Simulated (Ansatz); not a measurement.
# CH7BFGeN: up Jacob's ladder to CCSD(T)

The task here is to estimate one member of a computed series from the others.

Program: Ansatz 0.2.0, Gaussian basis. Level of theory: functionals in def2-TZVPP, the program's frozen cores in correlated methods. These are calculated values, not measurements.

Levels to be run: PBE-D4, r2SCAN-D4, PBE0-D4, B3LYP-D4, ωB97X-V, ωB97M-V, B2PLYP; CCSD(T)/def2-TZVPP; MP2/def2-QZVPP; extrapolation to the limit.

### Structure used throughout

An earlier PBE0-D4 in a triple-zeta def2 set relaxation fixed the geometry.

12 atoms, charge 0, spin multiplicity 1.

Atoms are counted from 1 here; the program's logs count them from 0.

Bond lengths: C1–N2 1.452 Å, C1–H6 1.091 Å, C1–H7 1.095 Å, C1–H8 1.095 Å, N2–Ge3 1.862 Å, N2–B4 1.393 Å, Ge3–H9 1.527 Å, Ge3–H10 1.539 Å, Ge3–H11 1.539 Å, B4–F5 1.341 Å, B4–H12 1.199 Å. Angles: N2–C1–H6 110.0°, N2–C1–H7 111.5°, N2–C1–H8 111.5°, H6–C1–H7 108.0°, H6–C1–H8 108.0°, H7–C1–H8 107.8°, C1–N2–Ge3 115.4°, C1–N2–B4 120.9°, Ge3–N2–B4 123.7°, N2–Ge3–H9 109.5°, N2–Ge3–H10 107.2°, N2–Ge3–H11 107.2°, H9–Ge3–H10 111.8°, H9–Ge3–H11 111.8°, H10–Ge3–H11 109.1°, N2–B4–F5 120.3°, N2–B4–H12 121.7°, F5–B4–H12 118.1°.

Set-up of the first run:

Contents of in.yaml:

```yaml
crystal:
  periodic: [false, false, false]
  atoms:
    - {symbol: C, position_ang: [-1.010363, -0.267220, 1.005929]}
    - {symbol: N, position_ang: [-0.209691, 0.103873, -0.147635]}
    - {symbol: Ge, position_ang: [1.605113, -0.292987, -0.021299]}
    - {symbol: B, position_ang: [-0.793331, 0.713721, -1.256186]}
    - {symbol: F, position_ang: [-0.042818, 1.050794, -2.314956]}
    - {symbol: H, position_ang: [-2.054197, 0.004174, 0.838712]}
    - {symbol: H, position_ang: [-0.668862, 0.244213, 1.912259]}
    - {symbol: H, position_ang: [-0.967144, -1.345381, 1.193855]}
    - {symbol: H, position_ang: [2.315873, 0.154552, -1.296175]}
    - {symbol: H, position_ang: [1.725278, -1.811409, 0.196852]}
    - {symbol: H, position_ang: [2.144967, 0.437697, 1.220606]}
    - {symbol: H, position_ang: [-1.967725, 0.952771, -1.297964]}
basis:
  gaussian: {orbitals: def2-TZVPP}
hamiltonian: {xc: pbe, dispersion: d4}
output: {forces: true, orbitals: {seedname: orbitals}}
```

Started as:

```console
$ ansatz run in.yaml --threads 4 --pin off --events-out ev --progress --plain --max-ram 10444MiB
```

Among the steps run: PBE-D4 (GGA); r2SCAN-D4 (meta-GGA); PBE0-D4 (hybrid); B3LYP-D4 (hybrid); ωB97X-V (range-separated); ωB97M-V (range-separated); B2PLYP (double hybrid); CCSD(T) in def2-TZVPP; MP2 in def2-QZVPP.

One table of the session follows, with a row left open; its other results are not shown here.

```
            method  atomisation energy (kJ/mol)
            PBE-D4                       4369.1
         r2SCAN-D4                       4318.5
           PBE0-D4                       4304.1
          B3LYP-D4                            ?
           ωB97X-V                       4332.3
           ωB97M-V                       4318.8
            B2PLYP                       4276.3
     HF/def2-TZVPP                       3188.9
    MP2/def2-TZVPP                       4271.4
   CCSD/def2-TZVPP                       4164.0
CCSD(T)/def2-TZVPP                       4220.2
           MP2/CBS                       4364.1
       CCSD(T)/CBS                       4312.9
```

Estimate the missing values for B3LYP-D4.

As computed: atomisation energy (kJ/mol): 4318.4. In the column «atomisation energy (kJ/mol)» it lies between CCSD(T)/CBS (4312.9) and r2SCAN-D4 (4318.5).
